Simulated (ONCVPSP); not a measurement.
# An ONCV potential for Ge, from input to tests

Aim: build the potential from the settings below, then test how well it stands in for the atom: other configurations, scattering, ghost states and the plane-wave cutoff that it needs.

Method: ONCVPSP 4.0.1, PBEsol, scalar-relativistic.

**1. The atom and the settings**

Typed settings, in words:

- element: germanium (Ge, Z = 32)
- type: optimised norm-conserving Vanderbilt (ONCV)
- frozen core: [Ar]
- valence charge: 14
- reference configuration: 3d10 4s2 4p2
- partial waves: 4s: rc 1.90 bohr, ncon 3, nbas 6, qcut 4 1/bohr, 2 projectors, debl 1.3 Ha; 4p: rc 2.20 bohr, ncon 4, nbas 9, qcut 4.2 1/bohr, 2 projectors, debl 3.1 Ha; 3d: rc 0.70 bohr, ncon 5, nbas 8, qcut 22.6 1/bohr, 2 projectors, debl 0.6 Ha
- local potential: polynomial inside 0.55 bohr (lpopt 5, dvloc0 0 Ha)
- core correction: Teter function, fcfact 4.75, rcfact 1.65

**2. The generation run**

Contents of Ge.dat:

```
# ATOM AND REFERENCE CONFIGURATION
# atsym  z   nc   nv     iexc    psfile
  Ge 32.00    5    3  -116133      upf
#
#   n    l    f
    1    0    2.00
    2    0    2.00
    2    1    6.00
    3    0    2.00
    3    1    6.00
    3    2   10.00
    4    0    2.00
    4    1    2.00
#
# PSEUDOPOTENTIAL AND OPTIMIZATION
# lmax
    2
#
#   l,   rc,      ep,       ncon, nbas, qcut
    0    1.90    0.00    3    6    4.00
    1    2.20    0.00    4    9    4.20
    2    0.70    0.00    5    8   22.60
#
# LOCAL POTENTIAL
# lloc, lpopt,  rc(5),   dvloc0
    4    5    0.55    0.00
#
# VANDERBILT-KLEINMAN-BYLANDER PROJECTORs
# l, nproj, debl
    0    2    1.30
    1    2    3.10
    2    2    0.60
#
# MODEL CORE CHARGE
# icmod, fcfact, rcfact
    3    4.75    1.65
#
# LOG DERIVATIVE ANALYSIS
# epsh1, epsh2, depsh
   -3.00    5.00    0.02
#
# OUTPUT GRID
# rlmax, drl
    6.00    0.01
#
# TEST CONFIGURATIONS
# ncnf
    4
# nvcnf
#   n    l    f
    3
    3    2   10.00
    4    0    2.00
    4    1    1.00
#
    3
    3    2   10.00
    4    0    2.00
    4    1    0.00
#
    3
    3    2   10.00
    4    0    1.00
    4    1    0.00
#
    3
    3    2   10.00
    4    0    1.00
    4    1    2.00
#
```

Run with:

```sh
$ oncvpsp.x < Ge.dat > Ge.out
```

Before running it: what results should come out? Wanted: cutoffs for 1 and 0.1 mHa per electron, occupied waves; bound ghosts; GHOST(+) flags; largest test error; largest phase difference near zero energy, channels read; rms error of d²Exc/dn², without and with the model core; projector energies reset by the program.

**Answer**, as computed:

```
                                                quantity                            value
  cutoffs for 1 and 0.1 mHa per electron, occupied waves                210 Ha and 236 Ha
                                            bound ghosts  s at -477.33 eV, p at -53.17 eV
                                          GHOST(+) flags                      s at 150 eV
                            largest test error (AE − PS)        -80 meV, for 3d10 4s1 4p0
largest phase difference near zero energy, channels read                        0.000 rad
 rms error of d²Exc/dn², without and with the model core                7.08 and 0.55 mHa
                 projector energies reset by the program              d: -1.077, 0.250 Ha
```

What this shows: It has a bound ghost (s, p), a state that the atom doesn't have, and that rules the file out. The worst unpolarised test, 3d10 4s1 4p0, is off by 80 meV on 57.7 eV; by total energies transferability rates as fair. That test lies far up in energy; among those under 40 eV, nearer to bonding, the largest error is 14 meV. By its cutoff, 210 Ha for the looser tolerance, it is very hard. At the looser tolerance the 3d wave is the slowest; 4s needs 7 Ha. Near zero energy the phases of the channels with partial waves agree within 0.001 rad. The program also flags highly localised states, GHOST(+) (s). All of this concerns the isolated atom, not yet a solid.
